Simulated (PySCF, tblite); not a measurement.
# C₅H₈N₂S: a rotation path, then NMR shifts on frames, part 1 of 2

Aim: move C₅H₈N₂S (`CCCc1cnsn1`) away from its starting geometry and see how NMR shifts follow the geometry.

The runs use tblite 0.8.0 and PySCF 2.14.0, with density-fitted response routines of our own; the level of theory stands in each step. All values are computed, except where a source is named. Atoms are numbered from 0 throughout.

## 1. The molecule as given

16 atoms, charge 0, multiplicity 1; geometry from: GFN2-xTB.

Bonds of the start (Å): C0–C1 1.52, C1–C2 1.53, C2–C3 1.49, C3–C4 1.42, C4–N5 1.31, N5–S6 1.62, S6–N7 1.62, N7–C3 1.32, C0–H8 1.09, C0–H9 1.09, C0–H10 1.09, C1–H11 1.09, C1–H12 1.09, C2–H13 1.09, C2–H14 1.09, C4–H15 1.07.

## 2. A band between two rotamers with GFN2-xTB

Job settings and geometry (Å):

```
{"job": {"kind": "neb", "xc": "GFN2-xTB", "basis": "xTB", "atoms": [4, 3, 2, 1], "turn": 120}, "charge": 0, "multiplicity": 1}
C     -1.722781     0.695540    -0.645150
C     -1.252063    -0.658510    -0.131619
C     -0.215865    -0.512539     0.991391
C      1.046124     0.091689     0.483088
C      2.023625    -0.560658    -0.307535
N      3.024099     0.216822    -0.642417
S      2.773386     1.692522    -0.011063
N      1.360932     1.350063     0.708500
H     -2.444553     0.568160    -1.448257
H     -0.884638     1.275212    -1.024379
H     -2.191140     1.263169     0.155330
H     -0.816659    -1.231929    -0.953340
H     -2.105300    -1.220780     0.253227
H     -0.618802     0.123816     1.780050
H      0.008391    -1.497192     1.408470
H      2.007647    -1.586440    -0.627708
```

Method: GFN2-xTB climbing-image nudged elastic band, gas phase.

Launch:

```bash
OMP_NUM_THREADS=1 python probes_run.py task.json out
```

This one command runs all jobs of the session in turn.

Log:

```text
image   E - E0 / eV
  0       0.0000
  1       0.0034
  2       0.0203
  3       0.0468
  4       0.0817
  5       0.1051
  6       0.0764
  7       0.0237
  8       0.0042
```

Run time: 3.1 s. Hardware: 1 thread of Arm Neoverse V2, shared host; peak memory 0.18 GiB.

The final band, with the dihedral C4–C3–C2–C1:

```tsv
image	dihedral (°)	energy (eV)	energy (kcal/mol)
0	-75	0.000	0.0
1	-54	0.003	0.1
2	-34	0.020	0.5
3	-12	0.047	1.1
4	12	0.082	1.9
5	37	0.105	2.4
6	59	0.076	1.8
7	76	0.024	0.5
8	96	0.004	0.1
```

## 3. Shielding tensors: image 0, PBE0/pcSseg-1

Job settings and geometry (Å):

```
{"job": {"kind": "nmr", "xc": "PBE0", "basis": "pcSseg-1", "pop": false}, "charge": 0, "multiplicity": 1}
C     -1.722800     0.695500    -0.645200
C     -1.252100    -0.658500    -0.131600
C     -0.215900    -0.512500     0.991400
C      1.046100     0.091700     0.483100
C      2.023600    -0.560700    -0.307500
N      3.024100     0.216800    -0.642400
S      2.773400     1.692500    -0.011100
N      1.360900     1.350100     0.708500
H     -2.444600     0.568200    -1.448300
H     -0.884600     1.275200    -1.024400
H     -2.191100     1.263200     0.155300
H     -0.816700    -1.231900    -0.953300
H     -2.105300    -1.220800     0.253200
H     -0.618800     0.123800     1.780000
H      0.008400    -1.497200     1.408500
H      2.007600    -1.586400    -0.627700
```

Level: GIAO PBE0/pcSseg-1 NMR shielding, non-relativistic, gas phase.

Log:

```text
coarse grid: 14144 points
cycle   1  E = -702.3830955073  dE =  1.345e+00  |g| = 4.226e-01  |ddm| = 3.841e+00
cycle   2  E = -702.3659177979  dE =  1.718e-02  |g| = 5.066e-01  |ddm| = 8.928e-01
cycle   3  E = -702.4270483233  dE = -6.113e-02  |g| = 6.898e-02  |ddm| = 5.068e-01
cycle   4  E = -702.4278543622  dE = -8.060e-04  |g| = 4.006e-02  |ddm| = 1.115e-01
cycle   5  E = -702.4282419108  dE = -3.875e-04  |g| = 1.166e-02  |ddm| = 4.332e-02
cycle   6  E = -702.4282663164  dE = -2.441e-05  |g| = 5.322e-03  |ddm| = 1.236e-02
cycle   7  E = -702.4282723279  dE = -6.011e-06  |g| = 1.401e-03  |ddm| = 4.890e-03
final grid: 132752 points
cycle   8  E = -702.4754065397  dE = -3.540e-05  |g| = 1.030e-02  |ddm| = 3.393e-02
cycle   9  E = -702.4753754866  dE =  3.105e-05  |g| = 1.530e-02  |ddm| = 2.191e-02
cycle  10  E = -702.4754302603  dE = -5.477e-05  |g| = 2.560e-03  |ddm| = 1.484e-02
cycle  11  E = -702.4754317566  dE = -1.496e-06  |g| = 5.165e-04  |ddm| = 2.312e-03
cycle  12  E = -702.4754318078  dE = -5.116e-08  |g| = 2.156e-04  |ddm| = 6.241e-04
cycle  13  E = -702.4754318179  dE = -1.014e-08  |g| = 6.354e-05  |ddm| = 2.301e-04
cycle  14  E = -702.4754318187  dE = -7.399e-10  |g| = 2.887e-05  |ddm| = 7.709e-05
converged SCF energy = -702.4754318187

GIAO shielding tensors (ppm)
atom      isotropic    diamagn.    paramagn.     s11        s22        s33       span
  0 C      172.269     247.691     -75.422    159.861    172.106    184.842     24.981
  1 C      158.586     247.928     -89.342    149.458    156.838    169.464     20.006
  2 C      151.882     246.114     -94.232    136.592    155.645    163.409     26.816
  3 C       18.538     255.218    -236.679    -42.877    -15.005    113.497    156.374
  4 C       34.294     253.710    -219.416    -45.236     27.354    120.765    166.000
  5 N     -141.646     331.212    -472.858   -425.785   -204.669    205.516    631.301
  6 S      -18.438    1058.058   -1076.497   -184.806     56.358     73.134    257.940
  7 N     -123.289     324.757    -448.046   -379.015   -186.433    195.582    574.598
  8 H       30.736      28.848       1.887     25.838     27.816     38.552     12.714
  9 H       31.053      31.361      -0.308     25.387     32.747     35.024      9.637
 10 H       30.858      30.041       0.816     27.160     28.199     37.215     10.054
 11 H       30.191      32.042      -1.850     25.449     29.354     35.772     10.323
 12 H       29.800      30.334      -0.534     25.017     27.906     36.478     11.461
 13 H       28.630      30.796      -2.167     24.697     27.722     33.470      8.773
 14 H       28.389      30.586      -2.197     24.565     26.652     33.952      9.387
 15 H       23.231      31.477      -8.247     20.141     22.863     26.688      6.547
```

Wall time 26 s (1 thread of Arm Neoverse V2, shared host); peak memory 0.91 GiB.

The references, computed at this level on geometries of the same kind, shield at (ppm): 1H TMS 31.72, 13C TMS 186.9, 15N NH3 267.7, 33S CS2 504. Their shielding less the atom's gives the shift. The references are single molecules in the gas phase, so shifts against H2O, NH3, PH3, H3PO4 or CFCl3 are not on the usual liquid scales and can be off by tens of ppm. Each atom is listed at this fixed geometry, with no averaging over motion; a spectrum would average atoms that exchange fast.

```tsv
atoms	environment	σ (ppm)	δ (ppm)
C3	substituted aromatic carbon next to a ring nitrogen	18.5	168.4
C4	aromatic CH next to a ring nitrogen	34.3	152.6
C2	sp3 CH2 on an aromatic ring	151.9	35.0
C1	sp3 CH2	158.6	28.3
C0	methyl carbon	172.3	14.7
H15	hydrogen on an aromatic CH next to a ring nitrogen	23.23	8.49
H14	hydrogen on an sp3 CH2 on an aromatic ring	28.39	3.33
H13	hydrogen on an sp3 CH2 on an aromatic ring	28.63	3.09
H12	hydrogen on an sp3 CH2	29.80	1.92
H11	hydrogen on an sp3 CH2	30.19	1.53
H8	hydrogen on a methyl carbon	30.74	0.98
H10	hydrogen on a methyl carbon	30.86	0.86
H9	hydrogen on a methyl carbon	31.05	0.66
N5	pyridine-type nitrogen of an azole	-141.6	409.4
N7	pyridine-type nitrogen of an azole	-123.3	391.0
S6	aromatic ring sulfur	-18	522
```

Ring of atoms C3, C4, N5, S6, N7: NICS(0) -13.7, NICS(1) -12.9, NICS(1)zz -33.3 ppm (means of both faces).

Orbitals, density, ELF and potential are computed afterwards from the orbital file.

Frontier orbitals at PBE0/pcSseg-1, with the share of their density that lies nearest to each atom:

```tsv
orbital	energy (eV)	lies on
HOMO	-7.72	S6 44 %; C3, C4 about 19 % each
LUMO	-1.38	N5, N7 about 25 % each; S6 23 %; C3, C4 about 11 % each
```

ELF in a plane through or near 5 of the atoms.

Values, 10 rows by 14 columns:
```
0.00 0.00 0.00 0.00 0.00 0.00 0.00 0.00 0.00 0.00 0.00 0.00 0.00 0.00
0.00 0.00 0.00 0.00 0.00 0.00 0.00 0.00 0.00 0.00 0.00 0.00 0.00 0.00
0.00 0.00 0.00 0.00 0.05 0.01 0.01 0.03 0.01 0.10 0.11 0.00 0.00 0.00
0.00 0.00 0.01 0.10 0.59 0.20 0.02 0.08 0.24 0.93 0.99 0.07 0.00 0.00
0.00 0.04 0.40 0.54 0.29 0.75 0.27 0.39 0.22 0.65 0.63 0.01 0.00 0.00
0.00 0.15 0.71 0.51 0.59 0.75 0.59 0.05 0.82 0.83 0.26 0.03 0.00 0.00
0.00 0.01 0.13 0.65 0.57 0.08 0.13 0.57 0.96 0.18 0.63 0.12 0.00 0.00
0.00 0.04 0.38 0.86 0.90 0.17 0.02 0.71 0.96 0.26 0.09 0.02 0.00 0.00
0.00 0.01 0.32 0.83 0.82 0.15 0.00 0.01 0.09 0.02 0.00 0.00 0.00 0.00
0.00 0.00 0.00 0.01 0.01 0.00 0.00 0.00 0.00 0.00 0.00 0.00 0.00 0.00
```
The map spans 11.2 Å across and 8.9 Å up, centred on the molecule. Atoms in the plane (x, y in Å): C0 (1.7, -0.9), C1 (1.3, 0.6), C4 (-2.0, 0.5), H9 (0.9, -1.5), H12 (2.1, 1.2).

log10 of the density (e/Å³) in the same plane.

Ten even steps from '0' (-4.0) to '9' (1.2):
```
0000000000000000000000000000
0000000000000000000000000000
0000000000000000000000000000
0000000111112222222211000000
0000012233333333333332100000
0000123444444444455543200000
0001234556544555666654210000
0012345677655567777764310000
0134456788776667997754310000
0235567788877667887654311000
0245678877776656787764321000
0245678876666556789765421000
0235567776555557888765421000
0234567776554457777664321000
0234567776544456665543311000
0124456665433344444332210000
0023445554332123333221000000
0012233333210001111000000000
0000122221100000000000000000
0000000000000000000000000000
```
The map spans 11.2 Å across and 8.9 Å up, centred on the molecule. Atoms in the plane (x, y in Å): C0 (1.7, -0.9), C1 (1.3, 0.6), C4 (-2.0, 0.5), H9 (0.9, -1.5), H12 (2.1, 1.2).

On the surface of density 0.002 e/bohr³ the electrostatic potential runs, from the 1st to the 99th percentile, from -1.43 V near N5 to 1.21 V near H15.

## 4. NMR shieldings: image 2, PBE0/pcSseg-1

Job settings and geometry (Å):

```
{"job": {"kind": "nmr", "xc": "PBE0", "basis": "pcSseg-1", "pop": false}, "charge": 0, "multiplicity": 1}
C     -1.635800     0.508900    -0.808400
C     -1.233400    -0.728400    -0.015200
C     -0.232200    -0.399000     1.092800
C      1.064400     0.129100     0.578000
C      1.725400    -0.227800    -0.623000
N      2.865500     0.396300    -0.794200
S      3.119600     1.380700     0.471600
N      1.751600     1.020000     1.263400
H     -2.311700     0.240800    -1.617000
H     -0.761100     0.991600    -1.239100
H     -2.138400     1.225700    -0.162800
H     -0.805400    -1.476600    -0.685000
H     -2.122600    -1.167300     0.441900
H     -0.654300     0.341600     1.774800
H     -0.026400    -1.301700     1.677300
H      1.387200    -0.925200    -1.366500
```

With the program's defaults for keys left out, this is: GIAO PBE0/pcSseg-1 NMR shielding, non-relativistic, gas phase.

Log:

```text
coarse grid: 14144 points
cycle   1  E = -702.3828673742  dE =  1.348e+00  |g| = 4.214e-01  |ddm| = 3.858e+00
cycle   2  E = -702.3669167276  dE =  1.595e-02  |g| = 5.010e-01  |ddm| = 8.890e-01
cycle   3  E = -702.4263911365  dE = -5.947e-02  |g| = 6.979e-02  |ddm| = 4.992e-01
cycle   4  E = -702.4272286149  dE = -8.375e-04  |g| = 4.005e-02  |ddm| = 1.131e-01
cycle   5  E = -702.4276181283  dE = -3.895e-04  |g| = 1.146e-02  |ddm| = 4.305e-02
cycle   6  E = -702.4276416860  dE = -2.356e-05  |g| = 5.225e-03  |ddm| = 1.232e-02
cycle   7  E = -702.4276475825  dE = -5.896e-06  |g| = 1.303e-03  |ddm| = 4.882e-03
final grid: 132752 points
cycle   8  E = -702.4743056278  dE = -3.671e-05  |g| = 1.026e-02  |ddm| = 3.692e-02
cycle   9  E = -702.4742747581  dE =  3.087e-05  |g| = 1.523e-02  |ddm| = 2.195e-02
cycle  10  E = -702.4743291464  dE = -5.439e-05  |g| = 2.581e-03  |ddm| = 1.485e-02
cycle  11  E = -702.4743306799  dE = -1.534e-06  |g| = 5.020e-04  |ddm| = 2.347e-03
cycle  12  E = -702.4743307281  dE = -4.817e-08  |g| = 2.247e-04  |ddm| = 6.477e-04
cycle  13  E = -702.4743307391  dE = -1.104e-08  |g| = 6.731e-05  |ddm| = 2.353e-04
cycle  14  E = -702.4743307400  dE = -8.229e-10  |g| = 2.885e-05  |ddm| = 7.815e-05
converged SCF energy = -702.4743307400

GIAO shielding tensors (ppm)
atom      isotropic    diamagn.    paramagn.     s11        s22        s33       span
  0 C      172.332     248.305     -75.974    160.011    170.688    186.295     26.285
  1 C      163.416     248.886     -85.470    158.858    162.085    169.305     10.447
  2 C      151.758     245.976     -94.218    139.780    152.032    163.462     23.682
  3 C       19.348     254.407    -235.059    -44.579     -6.996    109.620    154.199
  4 C       36.226     253.103    -216.877    -43.697     24.601    127.775    171.473
  5 N     -140.442     329.848    -470.289   -425.283   -205.370    209.328    634.611
  6 S      -21.479    1057.978   -1079.457   -197.292     57.119     75.736    273.029
  7 N     -125.039     324.546    -449.585   -384.310   -187.350    196.543    580.854
  8 H       30.526      29.082       1.444     26.078     27.341     38.159     12.081
  9 H       30.895      31.589      -0.694     25.564     32.471     34.649      9.085
 10 H       30.931      30.166       0.765     26.742     28.486     37.565     10.823
 11 H       29.551      32.236      -2.685     25.801     27.627     35.226      9.425
 12 H       29.756      30.172      -0.415     25.162     27.712     36.395     11.232
 13 H       28.401      30.810      -2.408     22.939     28.677     33.588     10.648
 14 H       28.440      29.490      -1.050     23.958     27.226     34.137     10.179
 15 H       23.190      31.983      -8.793     19.657     22.246     27.668      8.011
```

Run time: 20 s. Hardware: 1 thread of Arm Neoverse V2, shared host; peak memory 0.89 GiB.

This run: δ C3 167.6, C4 150.7, C2 35.2, C1 23.5, H15 8.53, H13 3.32 ppm.

(Continued in part 2 of 2.)
